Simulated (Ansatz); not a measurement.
# SiH₄ + HF: a complex and its separated parts, part 1 of 2

Aim: how far the complex at one end of a reaction step lies below its separated, relaxed parts, level by level.

Computed with Ansatz 0.2.0, Gaussian basis. Level: PBE0-D4/def2-TZVP structures, single points in def2-TZVPP, no counterpoise correction.

Levels: SPW92, PBE-D4, BLYP-D4, r2SCAN-D4, B97M-V, PBE0-D4, B3LYP-D4, r2SCAN0-D4, BHLYP-D4, CAM-B3LYP-D4, wB97X-V, wB97M-V, B2PLYP, PBE-QIDH, RPA on PBE, Hartree-Fock, MP2, CCSD, CCSD(T).

Correlated methods freeze the cores. B3LYP uses VWN-RPA correlation. B2PLYP carries no dispersion term here.

78 further runs of the same task are left out: 78 set aside as unsound or not needed.

## (1) The starting structure

The complex: 7 atoms, charge 0, spin multiplicity 1.

Atoms are counted from 1 here; the program's logs count them from 0.

Bond lengths: Si1–H2 1.495 Å, Si1–H3 1.482 Å, Si1–H4 1.482 Å, Si1–H5 1.482 Å, H6–F7 0.925 Å. Angles: H2–Si1–H3 107.4°, H2–Si1–H4 108.7°, H2–Si1–H5 108.7°, H3–Si1–H4 110.6°, H3–Si1–H5 110.6°, H4–Si1–H5 110.7°.

Coordinates:

```xyz
7
charge 0, multiplicity 1
Si   -0.6078    0.4796   -0.4806
H     0.3930   -0.6176   -0.6493
H    -1.2417    0.7093   -1.8007
H    -1.6174    0.0519    0.5158
H     0.0975    1.6987   -0.0211
H     1.3100   -1.1124    0.7938
F     1.6664   -1.2092    1.6422
```

Its parts: SiH₄ holds atoms 1, 2, 3, 4, 5; HF holds atoms 6, 7. Each part counts its atoms afresh in its own runs.

## (2) Relaxing SiH₄ alone

Input file relax-a/in.yaml:

```yaml
crystal:
  periodic: [false, false, false]
  atoms:
    - {symbol: Si, position_ang: [-0.607846, 0.479564, -0.480633]}
    - {symbol: H, position_ang: [0.393021, -0.617633, -0.649350]}
    - {symbol: H, position_ang: [-1.241748, 0.709252, -1.800743]}
    - {symbol: H, position_ang: [-1.617401, 0.051913, 0.515759]}
    - {symbol: H, position_ang: [0.097529, 1.698672, -0.021150]}
basis:
  gaussian: {orbitals: def2-TZVP}
hamiltonian: {xc: pbe0, dispersion: d4}
relax: {f_tol: 0.005, max_steps: 200}
```

Started as:

```bash
$ ansatz run in.yaml --threads 2 --pin off --events-out ev --progress --plain --max-ram 4352MiB
```

Output (excerpt; [...] marks lines left out):

```text
Functional definition: PBE0
  name "PBE0"
  cite "Adamo & Barone, J. Chem. Phys. 110, 6158 (1999) doi:10.1063/1.478522"
  cite "Perdew, Burke & Ernzerhof, Phys. Rev. Lett. 77, 3865 (1996) doi:10.1103/PhysRevLett.77.3865"
  parent pbe
[...]
444 factors; their error is unknown
[...]
mean field -7939.08007425 eV, -291.7558114270 hartree, gradient 1.6e-5 eV, S^2 0.000000; 0 other end points of the search recorded, 0 dependent functions left out
[...]
reference -7939.08010106 eV, -291.7558124120 hartree; 9, 9 occupied and 52, 52 virtual orbitals, 444 factors
[...]
reference -7939.08542069 eV, -291.7560079051 hartree; 9, 9 occupied and 52, 52 virtual orbitals, 444 factors
Total energy: -7939.12000207 eV, -291.7572787473 hartree
Atom 0 at    -0.595296     0.464354    -0.487242 Å, force     0.000335    -0.000344     0.000011 eV/Å
Atom 1 at     0.402090    -0.624599    -0.641594 Å, force     0.000032    -0.000132    -0.000307 eV/Å
Atom 2 at    -1.252319     0.722698    -1.793358 Å, force    -0.000091    -0.000086    -0.000551 eV/Å
Atom 3 at    -1.618366     0.060619     0.510079 Å, force    -0.000542    -0.000106     0.000550 eV/Å
Atom 4 at     0.087445     1.698696    -0.024003 Å, force     0.000266     0.000668     0.000298 eV/Å
Dipole moment:    -0.000008     0.000002    -0.000018 e Å
```

It took 1.9 s on 2 threads of Arm Neoverse V1, shared host.

Relaxation path:

| step | energy from step 1 (eV) | largest force component (eV/Å) |
| --- | --- | --- |
| 1 | 0.0000 | 0.3192 |
| 2 | -0.0050 | 0.0501 |
| 3 | -0.0050 | 0.0487 |
| 4 | -0.0053 | 0.0007 |

Distances of close pairs at the start and the end, largest changes first:

```csv
bond,before (Å),after (Å),change (Å)
Si1–H2,1.495,1.485,-0.010
Si1–H4,1.482,1.485,+0.003
Si1–H5,1.482,1.485,+0.003
Si1–H3,1.482,1.485,+0.002
```

## (3) Relaxing HF alone

Input file relax-b/in.yaml:

```yaml
crystal:
  periodic: [false, false, false]
  atoms:
    - {symbol: H, position_ang: [1.309976, -1.112428, 0.793798]}
    - {symbol: F, position_ang: [1.666370, -1.209240, 1.642219]}
basis:
  gaussian: {orbitals: def2-TZVP}
hamiltonian: {xc: pbe0, dispersion: d4}
relax: {f_tol: 0.005, max_steps: 200}
```

Started as:

```bash
$ ansatz run in.yaml --threads 2 --pin off --events-out ev --progress --plain --max-ram 4352MiB
```

Output (excerpt; [...] marks lines left out):

```text
[... 5 set-up lines as earlier in the session ...]
[...]
200 factors; their error is unknown
[...]
mean field -2731.80086856 eV, -100.3918302386 hartree, gradient 6.9e-6 eV, S^2 0.000000; 0 other end points of the search recorded, 0 dependent functions left out
[...]
reference -2731.80170840 eV, -100.3918611021 hartree; 5, 5 occupied and 32, 32 virtual orbitals, 200 factors
Total energy: -2731.80322169 eV, -100.3919167144 hartree
Atom 0 at     1.310992    -1.112704     0.796217 Å, force    -0.000339     0.000092    -0.000806 eV/Å
Atom 1 at     1.665354    -1.208964     1.639800 Å, force     0.000339    -0.000092     0.000806 eV/Å
Dipole moment:    -0.154380     0.041936    -0.367511 e Å
```

It took 0.6 s on 2 threads of Arm Neoverse V1, shared host.

Step by step:

```
step  energy from step 1 (eV)  largest force component (eV/Å)
   1                   0.0000                          0.2873
   2                  -0.0008                          0.0589
   3                  -0.0008                          0.0008
```

The bond:

| bond | before (Å) | after (Å) | change (Å) |
| --- | --- | --- | --- |
| H1–F2 | 0.925 | 0.920 | -0.005 |

## (4) SPW92/def2-TZVPP

Input file parta/in.yaml:

```yaml
crystal:
  periodic: [false, false, false]
  atoms:
    - {symbol: Si, position_ang: [-0.595296, 0.464354, -0.487242]}
    - {symbol: H, position_ang: [0.402090, -0.624599, -0.641594]}
    - {symbol: H, position_ang: [-1.252319, 0.722698, -1.793358]}
    - {symbol: H, position_ang: [-1.618366, 0.060619, 0.510079]}
    - {symbol: H, position_ang: [0.087445, 1.698696, -0.024003]}
basis:
  gaussian: {orbitals: def2-TZVPP}
hamiltonian: {xc: lda}
```

Input file partb/in.yaml:

```yaml
crystal:
  periodic: [false, false, false]
  atoms:
    - {symbol: H, position_ang: [1.310992, -1.112704, 0.796217]}
    - {symbol: F, position_ang: [1.665354, -1.208964, 1.639800]}
basis:
  gaussian: {orbitals: def2-TZVPP}
hamiltonian: {xc: lda}
```

One command serves all of them, each in its own folder.

Started as:

```bash
$ ansatz run in.yaml --threads 2 --pin off --events-out ev --progress --plain --max-ram 4352MiB
```

parta printed (excerpt; [...] marks lines left out):

```text
Functional definition: SPW92
  name "SPW92"
  cite "Dirac, Proc. Camb. Phil. Soc. 26, 376 (1930) doi:10.1017/S0305004100016108"
  cite "Slater, Phys. Rev. 81, 385 (1951) doi:10.1103/PhysRev.81.385"
  cite "Perdew & Wang, Phys. Rev. B 45, 13244 (1992) doi:10.1103/PhysRevB.45.13244"
[...]
524 factors; their error is unknown
[...]
mean field -7909.52602470 eV, -290.6697201384 hartree, gradient 2.0e-5 eV, S^2 0.000000; 0 other end points of the search recorded, 0 dependent functions left out
reference -7909.52605679 eV, -290.6697213177 hartree; 9, 9 occupied and 89, 89 virtual orbitals, 524 factors
Total energy: -7909.52605679 eV, -290.6697213177 hartree
```

Output in partb (excerpt; [...] marks lines left out):

```text
[... 5 set-up lines as earlier in the session ...]
[...]
215 factors; their error is unknown
[...]
mean field -2716.76650735 eV, -99.8393276546 hartree, gradient 3.5e-5 eV, S^2 0.000000; 0 other end points of the search recorded, 0 dependent functions left out
reference -2716.76651843 eV, -99.8393280618 hartree; 5, 5 occupied and 40, 40 virtual orbitals, 215 factors
Total energy: -2716.76651843 eV, -99.8393280618 hartree
```

Times: 0.3 s (parta), 0.1 s (partb) on 2 threads of Arm Neoverse V1, shared host.

## (5) PBE-D4/def2-TZVPP

The same edit goes into each in.yaml of step 4 (parta, partb):

```diff
-hamiltonian: {xc: lda}
+hamiltonian: {xc: pbe, dispersion: d4}
```

One command serves all of them, each in its own folder.

Started as:

```bash
$ ansatz run in.yaml --threads 2 --pin off --events-out ev --progress --plain --max-ram 4352MiB
```

parta printed (excerpt; [...] marks lines left out):

```text
Functional definition: PBE
  name "PBE"
[... 2 set-up lines as earlier in the session ...]
[...]
524 factors; their error is unknown
[...]
mean field -7938.15288957 eV, -291.7217380183 hartree, gradient 2.2e-5 eV, S^2 0.000000; 0 other end points of the search recorded, 0 dependent functions left out
reference -7938.15292387 eV, -291.7217392789 hartree; 9, 9 occupied and 89, 89 virtual orbitals, 524 factors
Total energy: -7938.19526476 eV, -291.7232952781 hartree
```

Output in partb (excerpt; [...] marks lines left out):

```text
[... 4 set-up lines as earlier in the session ...]
[...]
215 factors; their error is unknown
[...]
mean field -2731.84358351 eV, -100.3933999838 hartree, gradient 4.7e-5 eV, S^2 0.000000; 0 other end points of the search recorded, 0 dependent functions left out
reference -2731.84359561 eV, -100.3934004287 hartree; 5, 5 occupied and 40, 40 virtual orbitals, 215 factors
Total energy: -2731.84548950 eV, -100.3934700276 hartree
```

Wall times: 0.45 s (parta), 0.15 s (partb) on 2 threads of Arm Neoverse V1, shared host.

## (6) BLYP-D4/def2-TZVPP

Each input of step 5 (parta, partb) changes in the same lines:

```diff
-hamiltonian: {xc: pbe, dispersion: d4}
+hamiltonian: {xc: {name: BLYP}, dispersion: d4}
```

The same command starts each run, in its folder.

Started as:

```bash
$ ansatz run in.yaml --threads 2 --pin off --events-out ev --progress --plain --max-ram 4352MiB
```

parta printed (excerpt; [...] marks lines left out):

```text
Functional definition: BLYP
  name "BLYP"
  cite "Becke, Phys. Rev. A 38, 3098 (1988) doi:10.1103/PhysRevA.38.3098"
  cite "Lee, Yang & Parr, Phys. Rev. B 37, 785 (1988) doi:10.1103/PhysRevB.37.785"
[...]
524 factors; their error is unknown
[...]
mean field -7942.32372833 eV, -291.8750135159 hartree, gradient 1.8e-5 eV, S^2 0.000000; 0 other end points of the search recorded, 0 dependent functions left out
reference -7942.32400982 eV, -291.8750238605 hartree; 9, 9 occupied and 89, 89 virtual orbitals, 524 factors
Total energy: -7942.42242472 eV, -291.8786405412 hartree
```

partb printed (excerpt; [...] marks lines left out):

```text
[... 4 set-up lines as earlier in the session ...]
[...]
215 factors; their error is unknown
[...]
mean field -2734.23793021 eV, -100.4813906022 hartree, gradient 3.9e-5 eV, S^2 0.000000; 0 other end points of the search recorded, 0 dependent functions left out
reference -2734.23805382 eV, -100.4813951446 hartree; 5, 5 occupied and 40, 40 virtual orbitals, 215 factors
Total energy: -2734.24263580 eV, -100.4815635295 hartree
```

Times: 0.5 s (parta), 0.15 s (partb) on 2 threads of Arm Neoverse V1, shared host.

## (7) r2SCAN-D4/def2-TZVPP

The same edit goes into each in.yaml of step 6 (parta, partb):

```diff
-hamiltonian: {xc: {name: BLYP}, dispersion: d4}
+hamiltonian: {xc: r2scan, dispersion: d4}
```

The same command starts each run, in its folder.

Started as:

```bash
$ ansatz run in.yaml --threads 2 --pin off --events-out ev --progress --plain --max-ram 4352MiB
```

Output in parta (excerpt; [...] marks lines left out):

```text
Functional definition: r2SCAN
  name "r2SCAN"
  cite "Furness, Kaplan, Ning, Perdew & Sun, J. Phys. Chem. Lett. 11, 8208 (2020) doi:10.1021/acs.jpclett.0c02405"
  cite "Furness, Kaplan, Ning, Perdew & Sun, J. Phys. Chem. Lett. 11, 9248 (2020) doi:10.1021/acs.jpclett.0c03077"
  parent r2scan
[...]
524 factors; their error is unknown
[...]
mean field -7941.75742275 eV, -291.8542021697 hartree, gradient 1.4e-5 eV, S^2 0.000000; 0 other end points of the search recorded, 0 dependent functions left out
reference -7941.75743335 eV, -291.8542025592 hartree; 9, 9 occupied and 89, 89 virtual orbitals, 524 factors
Total energy: -7941.76700270 eV, -291.8545542261 hartree
```

Log of partb (excerpt; [...] marks lines left out):

```text
[... 5 set-up lines as earlier in the session ...]
[...]
215 factors; their error is unknown
[...]
mean field -2733.29261817 eV, -100.4466510254 hartree, gradient 6.5e-6 eV, S^2 0.000000; 0 other end points of the search recorded, 0 dependent functions left out
reference -2733.29262135 eV, -100.4466511423 hartree; 5, 5 occupied and 40, 40 virtual orbitals, 215 factors
Total energy: -2733.29307888 eV, -100.4466679564 hartree
```

Times: 1 s (parta), 0.45 s (partb) on 2 threads of Arm Neoverse V1, shared host.

## (8) B97M-V/def2-TZVPP

Each input of step 7 (parta, partb) changes in the same lines:

```diff
-hamiltonian: {xc: r2scan, dispersion: d4}
+hamiltonian: {xc: {name: B97M-V}}
```

One command serves all of them, each in its own folder.

Started as:

```bash
$ ansatz run in.yaml --threads 2 --pin off --events-out ev --progress --plain --max-ram 4352MiB
```

Log of parta (excerpt; [...] marks lines left out):

```text
Functional definition: B97M-V
  name "B97M-V"
  cite "Mardirossian & Head-Gordon, J. Chem. Phys. 142, 074111 (2015) doi:10.1063/1.4907719"
  cite "Becke, J. Chem. Phys. 107, 8554 (1997) doi:10.1063/1.475007"
  cite "Vydrov & Van Voorhis, J. Chem. Phys. 133, 244103 (2010) doi:10.1063/1.3521275"
  # Of w^i u^j: cxij and so on, Table III.
[...]
  gx(w, u) = cx00 + cx01*u + cx02*u^2 + (cx10 + cx11*u)*w
[...]
  gos(w, u) = cos00 + cos01*u + cos03*u^3 + cos10*w + cos32*w^3*u^2
[...]
      + integral(e_c_pw_mod_opposite_spin*gos(b97_w_opposite, b97_u_opposite)) + vv10(b, c)
524 factors; their error is unknown
[...]
mean field -7940.58581355 eV, -291.8111463254 hartree, gradient 3.7e-5 eV, S^2 0.000000; 0 other end points of the search recorded, 0 dependent functions left out
reference -7940.58586598 eV, -291.8111482522 hartree; 9, 9 occupied and 89, 89 virtual orbitals, 524 factors
Total energy: -7940.58586598 eV, -291.8111482522 hartree
```

partb printed (excerpt; [...] marks lines left out):

```text
[... 5 set-up lines as earlier in the session ...]
  # Of w^i u^j: cxij and so on, Table III.
[...]
  gx(w, u) = cx00 + cx01*u + cx02*u^2 + (cx10 + cx11*u)*w
[...]
  gos(w, u) = cos00 + cos01*u + cos03*u^3 + cos10*w + cos32*w^3*u^2
[...]
      + integral(e_c_pw_mod_opposite_spin*gos(b97_w_opposite, b97_u_opposite)) + vv10(b, c)
215 factors; their error is unknown
[...]
mean field -2733.38837635 eV, -100.4501700736 hartree, gradient 2.3e-5 eV, S^2 0.000000; 0 other end points of the search recorded, 0 dependent functions left out
reference -2733.38839406 eV, -100.4501707246 hartree; 5, 5 occupied and 40, 40 virtual orbitals, 215 factors
Total energy: -2733.38839406 eV, -100.4501707246 hartree
```

They took 2 s (parta), 0.45 s (partb) on 2 threads of Arm Neoverse V1, shared host.

## (9) PBE0-D4/def2-TZVPP

Each input of step 8 (parta, partb) changes in the same lines:

```diff
-hamiltonian: {xc: {name: B97M-V}}
+hamiltonian: {xc: pbe0, dispersion: d4}
+output: {orbitals: {seedname: orbitals}}
```

The same command starts each run, in its folder.

Started as:

```bash
$ ansatz run in.yaml --threads 2 --pin off --events-out ev --progress --plain --max-ram 4352MiB
```

Output in parta (excerpt; [...] marks lines left out):

```text
[... 5 set-up lines as earlier in the session ...]
[...]
527 factors; their error is unknown
[...]
mean field -7939.10185216 eV, -291.7566117502 hartree, gradient 5.6e-5 eV, S^2 0.000000; 0 other end points of the search recorded, 0 dependent functions left out
reference -7939.10187805 eV, -291.7566127018 hartree; 9, 9 occupied and 89, 89 virtual orbitals, 527 factors
Total energy: -7939.13645943 eV, -291.7578835440 hartree
```

Output in partb (excerpt; [...] marks lines left out):

```text
[... 5 set-up lines as earlier in the session ...]
[...]
215 factors; their error is unknown
[...]
mean field -2731.86111985 eV, -100.3940444324 hartree, gradient 4.0e-5 eV, S^2 0.000000; 0 other end points of the search recorded, 0 dependent functions left out
reference -2731.86112856 eV, -100.3940447526 hartree; 5, 5 occupied and 40, 40 virtual orbitals, 215 factors
Total energy: -2731.86264185 eV, -100.3941003649 hartree
```

Times: 0.45 s (parta), 0.15 s (partb) on 2 threads of Arm Neoverse V1, shared host.

## (10) B3LYP-D4/def2-TZVPP

The same edit goes into each in.yaml of step 9 (parta, partb):

```diff
-hamiltonian: {xc: pbe0, dispersion: d4}
-output: {orbitals: {seedname: orbitals}}
+hamiltonian: {xc: {name: B3LYP}, dispersion: d4}
```

The same command starts each run, in its folder.

Started as:

```bash
$ ansatz run in.yaml --threads 2 --pin off --events-out ev --progress --plain --max-ram 4352MiB
```

Log of parta (excerpt; [...] marks lines left out):

```text
Functional definition: B3LYP
  name "B3LYP"
  cite "Stephens, Devlin, Chabalowski & Frisch, J. Phys. Chem. 98, 11623 (1994) doi:10.1021/j100096a001"
[... 2 set-up lines as earlier in the session ...]
  cite "Vosko, Wilk & Nusair, Can. J. Phys. 58, 1200 (1980) doi:10.1139/p80-159"
[...]
527 factors; their error is unknown
[...]
mean field -7943.47010029 eV, -291.9171419081 hartree, gradient 4.1e-5 eV, S^2 0.000000; 0 other end points of the search recorded, 0 dependent functions left out
reference -7943.47031094 eV, -291.9171496496 hartree; 9, 9 occupied and 89, 89 virtual orbitals, 527 factors
Total energy: -7943.53897654 eV, -291.9196730639 hartree
```

Output in partb (excerpt; [...] marks lines left out):

```text
[... 6 set-up lines as earlier in the session ...]
[...]
215 factors; their error is unknown
[...]
mean field -2734.54625840 eV, -100.4927214542 hartree, gradient 1.9e-5 eV, S^2 0.000000; 0 other end points of the search recorded, 0 dependent functions left out
reference -2734.54634924 eV, -100.4927247925 hartree; 5, 5 occupied and 40, 40 virtual orbitals, 215 factors
Total energy: -2734.54933895 eV, -100.4928346621 hartree
```

They took 0.5 s (parta), 0.2 s (partb) on 2 threads of Arm Neoverse V1, shared host.

## (11) r2SCAN0-D4/def2-TZVPP

Each input of step 10 (parta, partb) changes in the same lines:

```diff
-hamiltonian: {xc: {name: B3LYP}, dispersion: d4}
+hamiltonian: {xc: {name: r2SCAN0}, dispersion: d4}
```

Each run has its own folder and the same command.

Started as:

```bash
$ ansatz run in.yaml --threads 2 --pin off --events-out ev --progress --plain --max-ram 4352MiB
```

Log of parta (excerpt; [...] marks lines left out):

```text
Functional definition: r2SCAN0
  name "r2SCAN0"
  cite "Bursch, Neugebauer, Ehlert & Grimme, J. Chem. Phys. 156, 134105 (2022) doi:10.1063/5.0086040"
[... 3 set-up lines as earlier in the session ...]
[...]
527 factors; their error is unknown
[...]
mean field -7941.68708376 eV, -291.8516172592 hartree, gradient 3.9e-6 eV, S^2 0.000000; 0 other end points of the search recorded, 0 dependent functions left out
reference -7941.68709221 eV, -291.8516175700 hartree; 9, 9 occupied and 89, 89 virtual orbitals, 527 factors
Total energy: -7941.69815583 eV, -291.8520241505 hartree
```

Log of partb (excerpt; [...] marks lines left out):

```text
[... 6 set-up lines as earlier in the session ...]
[...]
215 factors; their error is unknown
[...]
mean field -2732.94546575 eV, -100.4338934095 hartree, gradient 6.6e-5 eV, S^2 0.000000; 0 other end points of the search recorded, 0 dependent functions left out
reference -2732.94546822 eV, -100.4338934999 hartree; 5, 5 occupied and 40, 40 virtual orbitals, 215 factors
Total energy: -2732.94597019 eV, -100.4339119470 hartree
```

They took 1.1 s (parta), 0.45 s (partb) on 2 threads of Arm Neoverse V1, shared host.

## (12) BHLYP-D4/def2-TZVPP

The same edit goes into each in.yaml of step 11 (parta, partb):

```diff
-hamiltonian: {xc: {name: r2SCAN0}, dispersion: d4}
+hamiltonian: {xc: {name: BHLYP}, dispersion: d4}
```

The same command starts each run, in its folder.

Started as:

```bash
$ ansatz run in.yaml --threads 2 --pin off --events-out ev --progress --plain --max-ram 4352MiB
```

Log of parta (excerpt; [...] marks lines left out):

```text
Functional definition: BHLYP
  name "BHLYP"
  cite "Becke, J. Chem. Phys. 98, 1372 (1993) doi:10.1063/1.464304"
[... 2 set-up lines as earlier in the session ...]
[...]
546 factors; their error is unknown
[...]
mean field -7942.64002797 eV, -291.8866373132 hartree, gradient 4.8e-6 eV, S^2 0.000000; 0 other end points of the search recorded, 0 dependent functions left out
reference -7942.64017058 eV, -291.8866425539 hartree; 9, 9 occupied and 89, 89 virtual orbitals, 546 factors
Total energy: -7942.68775377 eV, -291.8883912040 hartree
```

Output in partb (excerpt; [...] marks lines left out):

```text
[... 5 set-up lines as earlier in the session ...]
[...]
234 factors; their error is unknown
[...]
mean field -2733.43314177 eV, -100.4518151726 hartree, gradient 1.2e-5 eV, S^2 0.000000; 0 other end points of the search recorded, 0 dependent functions left out
reference -2733.43320231 eV, -100.4518173972 hartree; 5, 5 occupied and 40, 40 virtual orbitals, 234 factors
Total energy: -2733.43493027 eV, -100.4518808987 hartree
```

Wall times: 0.5 s (parta), 0.2 s (partb) on 2 threads of Arm Neoverse V1, shared host.

## (13) CAM-B3LYP-D4/def2-TZVPP

The same edit goes into each in.yaml of step 12 (parta, partb):

```diff
-hamiltonian: {xc: {name: BHLYP}, dispersion: d4}
+hamiltonian: {xc: {name: CAM-B3LYP}, dispersion: d4}
```

Each run has its own folder and the same command.

Started as:

```bash
$ ansatz run in.yaml --threads 2 --pin off --events-out ev --progress --plain --max-ram 4352MiB
```

Output in parta (excerpt; [...] marks lines left out):

```text
Functional definition: CAM-B3LYP
  name "CAM-B3LYP"
  cite "Yanai, Tew & Handy, Chem. Phys. Lett. 393, 51 (2004) doi:10.1016/j.cplett.2004.06.011"
  cite "Iikura, Tsuneda, Yanai & Hirao, J. Chem. Phys. 115, 3540 (2001) doi:10.1063/1.1383587"
[... 2 set-up lines as earlier in the session ...]
[...]
  # Exact exchange under (alpha + beta erf(omega r))/r, Becke's under what is left of 1/r.
[...]
527 factors; their error is unknown
147 factors; integrals over basis functions are off by at most 1.2e-5 eV
[...]
mean field -7942.76489482 eV, -291.8912260852 hartree, gradient 9.0e-6 eV, S^2 0.000000; 0 other end points of the search recorded, 0 dependent functions left out
reference -7942.76499729 eV, -291.8912298509 hartree; 9, 9 occupied and 89, 89 virtual orbitals, 527 factors
Total energy: -7942.79916669 eV, -291.8924855532 hartree
```

Log of partb (excerpt; [...] marks lines left out):

```text
[... 6 set-up lines as earlier in the session ...]
[...]
  # Exact exchange under (alpha + beta erf(omega r))/r, Becke's under what is left of 1/r.
[...]
215 factors; their error is unknown
48 factors; integrals over basis functions are off by at most 4.9e-5 eV
[...]
mean field -2733.85902714 eV, -100.4674661712 hartree, gradient 6.2e-5 eV, S^2 0.000000; 0 other end points of the search recorded, 0 dependent functions left out
reference -2733.85907127 eV, -100.4674677930 hartree; 5, 5 occupied and 40, 40 virtual orbitals, 215 factors
Total energy: -2733.86051159 eV, -100.4675207238 hartree
```

Times: 0.6 s (parta), 0.2 s (partb) on 2 threads of Arm Neoverse V1, shared host.

(Continued in part 2 of 2.)
